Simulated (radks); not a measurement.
# Ni³⁺ in [Ar] 3d7: an all-electron calculation

Wanted: eigenvalues, radial structure and energy terms of the nickel ion Ni3+.

Method: non-relativistic Kohn-Sham, SCAN, spin-unpolarised, spherical densities, point nucleus. Code: radks (a radial shooting solver on a logarithmic mesh, Libxc functionals) version 1.

### Step 1. The atom as given

* element: nickel (Z = 28)
* charge: +3
* electrons: 25
* configuration: [Ar] 3d7

Outer shells as boxes (Hund's rule):

Ni³⁺
```
[Ar] core
3d [↑↓][↑↓][↑ ][↑ ][↑ ]
```

### Step 2. The run

Settings of this run:

```text
Z 28
configuration [Ar] 3d7 4s0 4p0 4d0 4f0
relativity non-relativistic
functional scan,scan
spin unpolarised
nucleus point
```

**Question.** What will this run give?

**Answer**, as computed:

| quantity | value |
| --- | --- |
| total energy | -1505.97233 hartree |
| exchange-correlation share of it | 4.12 % |
| −T/E | 0.9993 |
| highest occupied level | 3d, -47.437 eV |
| most extended occupied level | 3d, <r> = 0.890 bohr |
| radius at density 0.001 e/bohr³ | 2.66 bohr |
| maxima of the radial density | 3 |
| ionisation energy, NIST | 54.9 (semi-emp.) eV |

**Reading.** The radial density shows 3 maxima for 3 occupied principal shells. The ratio −T/E is 0.9993; for a non-relativistic Coulomb system it is 1 up to the kinetic part of correlation. Minus the highest eigenvalue, 47.437 eV, is 86 % of the tabulated ionisation energy (54.9 eV); the potential of a semilocal functional falls off too fast, so its top eigenvalue is too shallow. Spin polarisation and multiplet splitting are left out.
